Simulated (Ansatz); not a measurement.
# Cd3TeSe2: the cost of one run

Computed with Ansatz 0.2.0 (DFT PBE, scalar-relativistic, plane waves, PAW, unless a step's input says otherwise).

1 further run of the same task is left out (it didn't finish).

**1. Starting point**

The structure is trigonal, space group P3m1 (No. 156). The conventional cell has a = 4.252 Å, b = 4.252 Å, c = 10.415 Å, α = 90.00°, β = 90.00°, γ = 120.00°. Around Cd (site symmetry 3m) lie 3 Se at 2.60 Å and 1 Te at 2.60 Å. Cd (site symmetry 3m) has 4 Se at 2.60 Å as nearest neighbours. Cd (site symmetry 3m) is surrounded by 3 Te at 2.60 Å and 1 Se at 2.60 Å. Around Te (site symmetry 3m) lie 4 Cd at 2.60 Å. Se (site symmetry 3m) has 4 Cd at 2.60 Å as nearest neighbours.

As a file:

```cif
data_structure
_symmetry_space_group_name_H-M 'P3m1'
_symmetry_Int_Tables_number 156
_cell_length_a 4.2520
_cell_length_b 4.2520
_cell_length_c 10.4153
_cell_angle_alpha 90.000
_cell_angle_beta 90.000
_cell_angle_gamma 120.000
_cell_volume 163.08
loop_
_atom_site_label
_atom_site_type_symbol
_atom_site_symmetry_multiplicity
_atom_site_Wyckoff_symbol
_atom_site_fract_x
_atom_site_fract_y
_atom_site_fract_z
_atom_site_occupancy
Cd1 Cd 1 a 0.00000 0.00000 0.00000 1
Cd2 Cd 1 c 0.66667 0.33333 0.33333 1
Cd3 Cd 1 b 0.33333 0.66667 0.66667 1
Te1 Te 1 a 0.00000 0.00000 0.75000 1
Se1 Se 1 c 0.66667 0.33333 0.08333 1
Se2 Se 1 b 0.33333 0.66667 0.41667 1
```

The start is an ordering of an alloy on its end members' structure types: elements ordered on the sites of the CdSe type, Se/Te on Se (P3m1, No. 156).

**2. A first look at the guess**

input.yaml

```yaml
crystal:
  lattice:
    - [4.25201611, 0.0, 0.0]
    - [-2.12600806, 3.68235397, 0.0]
    - [0.0, 0.0, 10.41526985]
  atoms:
    - { symbol: Cd, position: [0.0, 0.0, 0.0] }
    - { symbol: Cd, position: [0.66666667, 0.33333333, 0.33333333] }
    - { symbol: Cd, position: [0.33333333, 0.66666667, 0.66666667] }
    - { symbol: Te, position: [0.0, 0.0, 0.75] }
    - { symbol: Se, position: [0.66666667, 0.33333333, 0.08333333] }
    - { symbol: Se, position: [0.33333333, 0.66666667, 0.41666667] }
basis:
  ecutwfc: 420
kpoints:
  mp_grid: { grid: [6, 6, 2] }
hamiltonian:
  xc: pbe
scf:
  occupations: { method: gaussian, width: 0.1 }
  lower_state_search: "off"
output:
  forces: true
  stress: true
  eigenvalues: true
```

The run is started by

```bash
$ ansatz run input.yaml --threads 1 --pin off --max-ram 2560MiB --backend cpu --events-out ev --progress --plain --runs-dir out
```

**Question.** How long does this run take on 1 thread of AMD EPYC 7R43 (Zen 3), shared host, and how much memory does it need?

About 9 s, with a peak of 0.5 GiB.
